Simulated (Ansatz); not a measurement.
# C₃H₈BN: geometry at several levels

Wanted for C₃H₈BN: geometry at several levels.

Method: the levels named in each step, in Ansatz 0.2.0.

**1. Starting point**

Bond lengths: B1–N2 1.370 Å, N2–C3 1.458 Å, C3–C4 1.534 Å, N2–C5 1.458 Å, C4–C5 1.535 Å, B1–H6 1.172 Å, B1–H7 1.172 Å, C3–H8 1.093 Å, C3–H9 1.093 Å, C4–H10 1.089 Å, C4–H11 1.085 Å, C5–H12 1.093 Å, C5–H13 1.093 Å. Angles (14 of 24 angles, heavy atoms first): B1–N2–C3 133.5°, B1–N2–C5 133.6°, C3–N2–C5 92.9°, N2–C3–C4 90.0°, C3–C4–C5 87.1°, N2–C5–C4 90.0°, N2–B1–H6 118.6°, N2–B1–H7 118.7°, N2–C3–H8 113.3°, N2–C3–H9 113.3°, C4–C3–H8 115.4°, C4–C3–H9 115.3°, C3–C4–H10 114.7°, C3–C4–H11 114.9°.

As a file:

```xyz
13

B     1.7640    0.8390   -0.0571
N     0.5277    0.2503   -0.0162
C    -0.8133    0.7496    0.2648
C    -1.3839   -0.6571    0.0417
C     0.0549   -1.1102   -0.2409
H     2.6940    0.1747   -0.3166
H     1.8488    1.9851    0.1731
H    -0.9241    1.1445    1.2779
H    -1.1502    1.5082   -0.4465
H    -1.8371   -1.1090    0.9223
H    -2.0642   -0.7458   -0.7991
H     0.2390   -1.4703   -1.2563
H     0.4650   -1.8335    0.4683
```

**2. A rough first relaxation, PBE-D4/def2-SVP**

This run stands in another session on the same molecule. It ended at:

```xyz
13

B     1.7885    0.8501   -0.0566
N     0.5335    0.2536   -0.0170
C    -0.8258    0.7578    0.2678
C    -1.4010   -0.6658    0.0440
C     0.0529   -1.1249   -0.2439
H     2.7548    0.1595   -0.3289
H     1.8763    2.0417    0.1827
H    -0.9399    1.1644    1.2950
H    -1.1695    1.5317   -0.4508
H    -1.8678   -1.1259    0.9351
H    -2.0975   -0.7586   -0.8105
H     0.2432   -1.4953   -1.2736
H     0.4729   -1.8627    0.4722
```

**3. Relaxation, HF/STO-3G**

Contents of input.yaml:

```yaml
crystal:
  periodic: [false, false, false]
  atoms:
    - { symbol: B, position_ang: [1.78850476, 0.85013523, -0.05661688] }
    - { symbol: "N", position_ang: [0.53350043, 0.2536367, -0.01703743] }
    - { symbol: C, position_ang: [-0.82578691, 0.75777032, 0.26781634] }
    - { symbol: C, position_ang: [-1.40099754, -0.66579224, 0.04395431] }
    - { symbol: C, position_ang: [0.05289537, -1.12494392, -0.24393924] }
    - { symbol: H, position_ang: [2.75478527, 0.15948128, -0.32889967] }
    - { symbol: H, position_ang: [1.87626074, 2.0417122, 0.18272395] }
    - { symbol: H, position_ang: [-0.93992004, 1.16439538, 1.29503578] }
    - { symbol: H, position_ang: [-1.16952425, 1.53170168, -0.45080965] }
    - { symbol: H, position_ang: [-1.86776131, -1.12588347, 0.93513923] }
    - { symbol: H, position_ang: [-2.09748165, -0.75859482, -0.81047663] }
    - { symbol: H, position_ang: [0.24319481, -1.49528598, -1.2735875] }
    - { symbol: H, position_ang: [0.47285033, -1.86270236, 0.4722274] }
basis:
  gaussian: { orbitals: STO-3G }
hamiltonian:
  xc: hf
relax:
  f_tol: 0.004
  max_steps: 150
```

On the command line:

```bash
ansatz run input.yaml --threads 4 --pin off --max-ram 10240MiB --backend cpu --events-out ev --progress --plain --runs-dir out
```

What it wrote, shortened:

```text
Warning: RAYON_NUM_THREADS=4 ignored (pool sized by the plan → 4); use --threads N
[...]
Functional definition: HF
[...]
513 factors; integrals over basis functions are off by at most 1.6e-5 eV
[...]
mean field -5306.58419277 eV, -195.0133721523 hartree, gradient 3.6e-5 eV, S^2 0.000000; 0 other end points of the search recorded, 0 dependent functions left out
[...]
reference -5306.58419277 eV, -195.0133721523 hartree; 19, 19 occupied and 14, 14 virtual orbitals, 513 factors
relax step   1: F+E_penalty+E_count = -5306.58419277 eV  Δ(F+E_penalty+E_count) = +0.000e0 eV  max|allowed force component| = 1.833e0 eV/Å  Δτ_max = 0.0000 Å  (28 SCF iters, accepted)
[...]
relax step   6: F+E_penalty+E_count = -5306.76531461 eV  Δ(F+E_penalty+E_count) = +1.935e-5 eV  max|allowed force component| = 3.526e-2 eV/Å  Δτ_max = 0.0028 Å  (25 SCF iters, rejected (line search))
[...]
relax step   7: F+E_penalty+E_count = -5306.76536525 eV  Δ(F+E_penalty+E_count) = -3.129e-5 eV  max|allowed force component| = 2.427e-4 eV/Å  Δτ_max = 0.0010 Å  (25 SCF iters, accepted)
513 factors; integrals over basis functions are off by at most 1.6e-5 eV
[...]
mean field -5306.76536525 eV, -195.0200301183 hartree, gradient 8.8e-6 eV, S^2 0.000000; 1 other end points of the search recorded, 0 dependent functions left out
[...]
reference -5306.76536525 eV, -195.0200301183 hartree; 19, 19 occupied and 14, 14 virtual orbitals, 513 factors
Total energy: -5306.76536525 eV, -195.0200301183 hartree
Atom 0 at     1.777352     0.844823    -0.056215 Å, force    -0.000139    -0.000001    -0.000113 eV/Å
Atom 1 at     0.540001     0.256726    -0.017203 Å, force    -0.000223    -0.000143     0.000026 eV/Å
Atom 2 at    -0.824539     0.767691     0.269769 Å, force     0.000142     0.000107     0.000075 eV/Å
Atom 3 at    -1.390478    -0.660791     0.043616 Å, force    -0.000243    -0.000063    -0.000186 eV/Å
Atom 4 at     0.061282    -1.130295    -0.246131 Å, force     0.000167     0.000047     0.000035 eV/Å
Atom 5 at     2.705575     0.199693    -0.314080 Å, force     0.000180    -0.000039     0.000034 eV/Å
Atom 6 at     1.875669     1.977862     0.169264 Å, force     0.000110     0.000129     0.000064 eV/Å
Atom 7 at    -0.942602     1.158033     1.283119 Å, force     0.000033    -0.000063     0.000035 eV/Å
Atom 8 at    -1.169466     1.521042    -0.442039 Å, force    -0.000058    -0.000108    -0.000036 eV/Å
Atom 9 at    -1.843700    -1.111011     0.921761 Å, force     0.000128     0.000044     0.000064 eV/Å
Atom 10 at    -2.069998    -0.748943    -0.798837 Å, force     0.000020     0.000028    -0.000063 eV/Å
Atom 11 at     0.237268    -1.493069    -1.261319 Å, force    -0.000112     0.000024    -0.000001 eV/Å
Atom 12 at     0.464156    -1.856130     0.463825 Å, force    -0.000006     0.000036     0.000066 eV/Å
Dipole moment:    -0.399005    -0.189640     0.012572 e Å
```

Wall time 3.2 s (4 threads of Arm Neoverse V1, shared host); peak memory 0.11 GiB.

Step by step:

```
step  E - E(step 1) (eV)  largest force component (eV/Å)
   1              0.0000                          1.8333
   2             -0.1781                          0.4192
   3             -0.1807                          0.0919
   4             -0.1811                          0.0304
   5             -0.1811                          0.0308
   6             -0.1811                          0.0353
   7             -0.1812                          0.0002
```

Step 1 is the start. Step 6 was tried and not accepted.

Before: Bond lengths: B1–N2 1.390 Å, N2–C3 1.477 Å, C3–C4 1.552 Å, N2–C5 1.477 Å, C4–C5 1.552 Å, B1–H6 1.219 Å, B1–H7 1.219 Å, C3–H8 1.111 Å, C3–H9 1.111 Å, C4–H10 1.106 Å, C4–H11 1.106 Å, C5–H12 1.111 Å, C5–H13 1.111 Å. Angles (14 of 24 angles, heavy atoms first): B1–N2–C3 133.6°, B1–N2–C5 133.6°, C3–N2–C5 92.8°, N2–C3–C4 90.0°, C3–C4–C5 87.2°, N2–C5–C4 90.0°, N2–B1–H6 118.6°, N2–B1–H7 118.6°, N2–C3–H8 113.4°, N2–C3–H9 113.4°, C4–C3–H8 115.5°, C4–C3–H9 115.5°, C3–C4–H10 114.9°, C3–C4–H11 114.9°.

After: Bond lengths: B1–N2 1.371 Å, N2–C3 1.485 Å, C3–C4 1.553 Å, N2–C5 1.485 Å, C4–C5 1.553 Å, B1–H6 1.159 Å, B1–H7 1.159 Å, C3–H8 1.092 Å, C3–H9 1.092 Å, C4–H10 1.086 Å, C4–H11 1.086 Å, C5–H12 1.092 Å, C5–H13 1.092 Å. Angles (14 of 24 angles, heavy atoms first): B1–N2–C3 133.4°, B1–N2–C5 133.4°, C3–N2–C5 93.1°, N2–C3–C4 89.4°, C3–C4–C5 88.0°, N2–C5–C4 89.4°, N2–B1–H6 119.4°, N2–B1–H7 119.4°, N2–C3–H8 113.7°, N2–C3–H9 113.7°, C4–C3–H8 115.1°, C4–C3–H9 115.1°, C3–C4–H10 114.6°, C3–C4–H11 114.6°.

**4. Relaxation, HF/6-31G***

input.yaml: that of step 3 with these lines changed.

```diff
@@ -17,3 +17,3 @@
 basis:
-  gaussian: { orbitals: STO-3G }
+  gaussian: { orbitals: "6-31G*" }
 hamiltonian:
```

On the command line:

```bash
ansatz run input.yaml --threads 4 --pin off --max-ram 10240MiB --backend cpu --events-out ev --progress --plain --runs-dir out
```

What it wrote, shortened:

```text
Warning: RAYON_NUM_THREADS=4 ignored (pool sized by the plan → 4); use --threads N
[...]
Functional definition: HF
[...]
1098 factors; integrals over basis functions are off by at most 5.0e-4 eV
[...]
mean field -5371.04450934 eV, -197.3822450936 hartree, gradient 1.5e-5 eV, S^2 0.000000; 0 other end points of the search recorded, 0 dependent functions left out
[...]
reference -5371.04450934 eV, -197.3822450936 hartree; 19, 19 occupied and 72, 72 virtual orbitals, 1098 factors
relax step   1: F+E_penalty+E_count = -5371.04450934 eV  Δ(F+E_penalty+E_count) = +0.000e0 eV  max|allowed force component| = 8.372e-1 eV/Å  Δτ_max = 0.0000 Å  (33 SCF iters, accepted)
[...]
relax step   5: F+E_penalty+E_count = -5371.14530919 eV  Δ(F+E_penalty+E_count) = -1.489e-5 eV  max|allowed force component| = 6.628e-3 eV/Å  Δτ_max = 0.0009 Å  (23 SCF iters, accepted)
[...]
Atom 3 at    -1.391958    -0.661494     0.043658 Å, force    -0.000115    -0.000024    -0.000143 eV/Å
Atom 4 at     0.055292    -1.118433    -0.242851 Å, force     0.000029    -0.000081     0.000080 eV/Å
Atom 5 at     2.725455     0.176269    -0.321613 Å, force     0.000166     0.000177     0.000009 eV/Å
Atom 6 at     1.870437     2.008246     0.176347 Å, force     0.000243     0.000026    -0.000033 eV/Å
Atom 7 at    -0.932414     1.147161     1.271211 Å, force     0.000066     0.000081    -0.000017 eV/Å
Atom 8 at    -1.157236     1.506906    -0.438329 Å, force     0.000015    -0.000028     0.000037 eV/Å
Atom 9 at    -1.847299    -1.111186     0.916228 Å, force     0.000103     0.000055    -0.000034 eV/Å
Atom 10 at    -2.072121    -0.751485    -0.793130 Å, force     0.000010     0.000010    -0.000021 eV/Å
Atom 11 at     0.235888    -1.478041    -1.249684 Å, force    -0.000009     0.000009     0.000048 eV/Å
Atom 12 at     0.460714    -1.837795     0.459854 Å, force     0.000096     0.000008    -0.000036 eV/Å
Dipole moment:    -0.413695    -0.196620     0.013030 e Å
```

Wall time 6.5 s (4 threads of Arm Neoverse V1, shared host); peak memory 0.17 GiB.

The steps of the relaxation:

| step | energy from step 1 (eV) | largest force component (eV/Å) |
| --- | --- | --- |
| 1 | 0.0000 | 0.8372 |
| 2 | -0.0954 | 0.1921 |
| 3 | -0.1007 | 0.0393 |
| 4 | -0.1008 | 0.0153 |
| 5 | -0.1008 | 0.0066 |
| 6 | -0.1008 | 0.0005 |

Step 1 is the start.

Before: Bond lengths: B1–N2 1.390 Å, N2–C3 1.477 Å, C3–C4 1.552 Å, N2–C5 1.477 Å, C4–C5 1.552 Å, B1–H6 1.219 Å, B1–H7 1.219 Å, C3–H8 1.111 Å, C3–H9 1.111 Å, C4–H10 1.106 Å, C4–H11 1.106 Å, C5–H12 1.111 Å, C5–H13 1.111 Å. Angles (14 of 24 angles, heavy atoms first): B1–N2–C3 133.6°, B1–N2–C5 133.6°, C3–N2–C5 92.8°, N2–C3–C4 90.0°, C3–C4–C5 87.2°, N2–C5–C4 90.0°, N2–B1–H6 118.6°, N2–B1–H7 118.6°, N2–C3–H8 113.4°, N2–C3–H9 113.4°, C4–C3–H8 115.5°, C4–C3–H9 115.5°, C3–C4–H10 114.9°, C3–C4–H11 114.9°.

After: Bond lengths: B1–N2 1.380 Å, N2–C3 1.463 Å, C3–C4 1.544 Å, N2–C5 1.463 Å, C4–C5 1.544 Å, B1–H6 1.194 Å, B1–H7 1.194 Å, C3–H8 1.084 Å, C3–H9 1.084 Å, C4–H10 1.082 Å, C4–H11 1.082 Å, C5–H12 1.084 Å, C5–H13 1.084 Å. Angles (14 of 24 angles, heavy atoms first): B1–N2–C3 133.3°, B1–N2–C5 133.3°, C3–N2–C5 93.4°, N2–C3–C4 89.7°, C3–C4–C5 87.2°, N2–C5–C4 89.7°, N2–B1–H6 119.3°, N2–B1–H7 119.3°, N2–C3–H8 113.6°, N2–C3–H9 113.6°, C4–C3–H8 115.2°, C4–C3–H9 115.2°, C3–C4–H10 114.9°, C3–C4–H11 114.9°.

**5. Relaxation, LDA/def2-SVP**

input.yaml: that of step 4 with these lines changed.

```diff
@@ -17,5 +17,5 @@
 basis:
-  gaussian: { orbitals: "6-31G*" }
+  gaussian: { orbitals: def2-SVP }
 hamiltonian:
-  xc: hf
+  xc: lda
 relax:
```

On the command line:

```bash
ansatz run input.yaml --threads 4 --pin off --max-ram 10240MiB --backend cpu --events-out ev --progress --plain --runs-dir out
```

What it wrote, shortened:

```text
Warning: RAYON_NUM_THREADS=4 ignored (pool sized by the plan → 4); use --threads N
[...]
Functional definition: SPW92
[...]
1264 factors; their error is unknown
[...]
mean field -5353.07788419 eV, -196.7219837974 hartree, gradient 3.6e-5 eV, S^2 0.000000; 0 other end points of the search recorded, 0 dependent functions left out
[...]
reference -5353.07791922 eV, -196.7219850847 hartree; 19, 19 occupied and 91, 91 virtual orbitals, 1264 factors
relax step   1: F+E_penalty+E_count = -5353.07788419 eV  Δ(F+E_penalty+E_count) = +0.000e0 eV  max|allowed force component| = 6.665e-1 eV/Å  Δτ_max = 0.0000 Å  (27 SCF iters, accepted)
[...]
relax step   5: F+E_penalty+E_count = -5353.09738819 eV  Δ(F+E_penalty+E_count) = -2.513e-6 eV  max|allowed force component| = 7.290e-3 eV/Å  Δτ_max = 0.0007 Å  (32 SCF iters, accepted)
[...]
Atom 3 at    -1.388757    -0.659979     0.043582 Å, force     0.000012     0.000039    -0.000115 eV/Å
Atom 4 at     0.052589    -1.111701    -0.241120 Å, force     0.000110    -0.000059     0.000036 eV/Å
Atom 5 at     2.737691     0.146763    -0.329350 Å, force     0.000075     0.000004    -0.000018 eV/Å
Atom 6 at     1.855712     2.036523     0.184321 Å, force     0.000040     0.000062    -0.000006 eV/Å
Atom 7 at    -0.931656     1.158802     1.293401 Å, force     0.000013     0.000051     0.000009 eV/Å
Atom 8 at    -1.161438     1.526358    -0.453660 Å, force    -0.000027    -0.000053     0.000005 eV/Å
Atom 9 at    -1.857411    -1.121242     0.935857 Å, force     0.000040     0.000026    -0.000031 eV/Å
Atom 10 at    -2.087397    -0.753538    -0.811811 Å, force    -0.000018    -0.000006    -0.000016 eV/Å
Atom 11 at     0.244151    -1.485290    -1.272272 Å, force    -0.000062     0.000007     0.000027 eV/Å
Atom 12 at     0.473989    -1.852968     0.474756 Å, force     0.000042    -0.000018    -0.000014 eV/Å
Dipole moment:    -0.504276    -0.239670     0.015881 e Å
```

Wall time 7.2 s (4 threads of Arm Neoverse V1, shared host); peak memory 0.14 GiB.

The steps of the relaxation:

| step | E - E(step 1) (eV) | largest force component (eV/Å) |
| --- | --- | --- |
| 1 | 0.0000 | 0.6665 |
| 2 | -0.0163 | 0.3124 |
| 3 | -0.0195 | 0.0237 |
| 4 | -0.0195 | 0.0061 |
| 5 | -0.0195 | 0.0073 |
| 6 | -0.0195 | 0.0002 |

Step 1 is the start.

Before: Bond lengths: B1–N2 1.390 Å, N2–C3 1.477 Å, C3–C4 1.552 Å, N2–C5 1.477 Å, C4–C5 1.552 Å, B1–H6 1.219 Å, B1–H7 1.219 Å, C3–H8 1.111 Å, C3–H9 1.111 Å, C4–H10 1.106 Å, C4–H11 1.106 Å, C5–H12 1.111 Å, C5–H13 1.111 Å. Angles (14 of 24 angles, heavy atoms first): B1–N2–C3 133.6°, B1–N2–C5 133.6°, C3–N2–C5 92.8°, N2–C3–C4 90.0°, C3–C4–C5 87.2°, N2–C5–C4 90.0°, N2–B1–H6 118.6°, N2–B1–H7 118.6°, N2–C3–H8 113.4°, N2–C3–H9 113.4°, C4–C3–H8 115.5°, C4–C3–H9 115.5°, C3–C4–H10 114.9°, C3–C4–H11 114.9°.

After: Bond lengths: B1–N2 1.378 Å, N2–C3 1.460 Å, C3–C4 1.537 Å, N2–C5 1.460 Å, C4–C5 1.537 Å, B1–H6 1.221 Å, B1–H7 1.221 Å, C3–H8 1.113 Å, C3–H9 1.113 Å, C4–H10 1.108 Å, C4–H11 1.108 Å, C5–H12 1.113 Å, C5–H13 1.113 Å. Angles (14 of 24 angles, heavy atoms first): B1–N2–C3 133.6°, B1–N2–C5 133.6°, C3–N2–C5 92.8°, N2–C3–C4 90.1°, C3–C4–C5 86.9°, N2–C5–C4 90.1°, N2–B1–H6 118.4°, N2–B1–H7 118.4°, N2–C3–H8 113.5°, N2–C3–H9 113.5°, C4–C3–H8 115.6°, C4–C3–H9 115.6°, C3–C4–H10 115.0°, C3–C4–H11 115.0°.

**6. Relaxation, PBE-D4/def2-SVP**

input.yaml: that of step 5 with these lines changed.

```diff
@@ -19,3 +19,4 @@
 hamiltonian:
-  xc: lda
+  xc: pbe
+  dispersion: d4
 relax:
```

On the command line:

```bash
ansatz run input.yaml --threads 4 --pin off --max-ram 10240MiB --backend cpu --events-out ev --progress --plain --runs-dir out
```

What it wrote, shortened:

```text
Warning: RAYON_NUM_THREADS=4 ignored (pool sized by the plan → 4); use --threads N
[...]
Functional definition: PBE
[...]
1264 factors; their error is unknown
[...]
mean field -5396.12672536 eV, -198.3039995307 hartree, gradient 4.3e-5 eV, S^2 0.000000; 0 other end points of the search recorded, 0 dependent functions left out
[...]
reference -5396.12676264 eV, -198.3040009009 hartree; 19, 19 occupied and 91, 91 virtual orbitals, 1264 factors
relax step   1: F+E_penalty+E_count = -5396.36596419 eV  Δ(F+E_penalty+E_count) = +0.000e0 eV  max|allowed force component| = 4.458e-3 eV/Å  Δτ_max = 0.0000 Å  (26 SCF iters, accepted)
[...]
relax step   2: F+E_penalty+E_count = -5396.36596445 eV  Δ(F+E_penalty+E_count) = -2.595e-7 eV  max|allowed force component| = 1.696e-3 eV/Å  Δτ_max = 0.0002 Å  (32 SCF iters, accepted)
1264 factors; their error is unknown
[...]
Atom 3 at    -1.401050    -0.665816     0.043951 Å, force     0.000039     0.000027     0.000004 eV/Å
Atom 4 at     0.052873    -1.124925    -0.243923 Å, force     0.000376    -0.000014     0.000139 eV/Å
Atom 5 at     2.754814     0.159526    -0.329004 Å, force    -0.000117    -0.000093     0.000420 eV/Å
Atom 6 at     1.876311     2.041753     0.182625 Å, force    -0.000024    -0.000219     0.000379 eV/Å
Atom 7 at    -0.939908     1.164353     1.295037 Å, force    -0.000046    -0.000030    -0.000018 eV/Å
Atom 8 at    -1.169491     1.531671    -0.450823 Å, force    -0.000014    -0.000038    -0.000045 eV/Å
Atom 9 at    -1.867850    -1.125911     0.935119 Å, force    -0.000039    -0.000017    -0.000005 eV/Å
Atom 10 at    -2.097531    -0.758619    -0.810489 Å, force    -0.000047    -0.000016    -0.000051 eV/Å
Atom 11 at     0.243202    -1.495232    -1.273578 Å, force    -0.000045     0.000028    -0.000053 eV/Å
Atom 12 at     0.472837    -1.862673     0.472248 Å, force    -0.000036    -0.000036    -0.000013 eV/Å
Dipole moment:    -0.491218    -0.233472     0.015487 e Å
```

It took 4.2 s on 4 threads of Arm Neoverse V1, shared host; peak memory 0.14 GiB.

The steps of the relaxation:

| step | E - E(step 1) (eV) | largest force component (eV/Å) |
| --- | --- | --- |
| 1 | 0.0000 | 0.0045 |
| 2 | 0.0000 | 0.0017 |

Step 1 is the start.

Before: Bond lengths: B1–N2 1.390 Å, N2–C3 1.477 Å, C3–C4 1.552 Å, N2–C5 1.477 Å, C4–C5 1.552 Å, B1–H6 1.219 Å, B1–H7 1.219 Å, C3–H8 1.111 Å, C3–H9 1.111 Å, C4–H10 1.106 Å, C4–H11 1.106 Å, C5–H12 1.111 Å, C5–H13 1.111 Å. Angles (14 of 24 angles, heavy atoms first): B1–N2–C3 133.6°, B1–N2–C5 133.6°, C3–N2–C5 92.8°, N2–C3–C4 90.0°, C3–C4–C5 87.2°, N2–C5–C4 90.0°, N2–B1–H6 118.6°, N2–B1–H7 118.6°, N2–C3–H8 113.4°, N2–C3–H9 113.4°, C4–C3–H8 115.5°, C4–C3–H9 115.5°, C3–C4–H10 114.9°, C3–C4–H11 114.9°.

After: Bond lengths: B1–N2 1.390 Å, N2–C3 1.477 Å, C3–C4 1.552 Å, N2–C5 1.477 Å, C4–C5 1.552 Å, B1–H6 1.219 Å, B1–H7 1.219 Å, C3–H8 1.111 Å, C3–H9 1.111 Å, C4–H10 1.106 Å, C4–H11 1.106 Å, C5–H12 1.111 Å, C5–H13 1.111 Å. Angles (14 of 24 angles, heavy atoms first): B1–N2–C3 133.6°, B1–N2–C5 133.6°, C3–N2–C5 92.8°, N2–C3–C4 90.0°, C3–C4–C5 87.2°, N2–C5–C4 90.0°, N2–B1–H6 118.6°, N2–B1–H7 118.6°, N2–C3–H8 113.4°, N2–C3–H9 113.4°, C4–C3–H8 115.5°, C4–C3–H9 115.5°, C3–C4–H10 114.9°, C3–C4–H11 114.9°.

**7. The levels compared**

```tsv
level	B1–N2 (Å)	N2–C3 (Å)	N2–C5 (Å)	rotational constants (MHz)	dipole (D)	CPU time
HF/STO-3G	1.3706	1.4851	1.4851	10852, 4668.4, 3478.4	2.12	8.7 s
HF/6-31G*	1.3802	1.4628	1.4628	11061, 4693.7, 3510	2.20	19 s
LDA/def2-SVP	1.3779	1.4602	1.4602	11018, 4679.6, 3508	2.68	22 s
PBE-D4/def2-SVP	1.3902	1.4775	1.4775	10846, 4599.9, 3445.5	2.61	15 s
```

Constants are for the commonest isotopes at the equilibrium geometry; times are CPU times of the relaxations.

**8. What came out**

```
                quantity    value
B1–N2 at PBE-D4/def2-SVP  1.390 Å
N2–C3 at PBE-D4/def2-SVP  1.477 Å
N2–C5 at PBE-D4/def2-SVP  1.477 Å
```

In words: The B1–N2 distance spreads over 0.020 Å, from HF/STO-3G (shortest) to PBE-D4/def2-SVP.
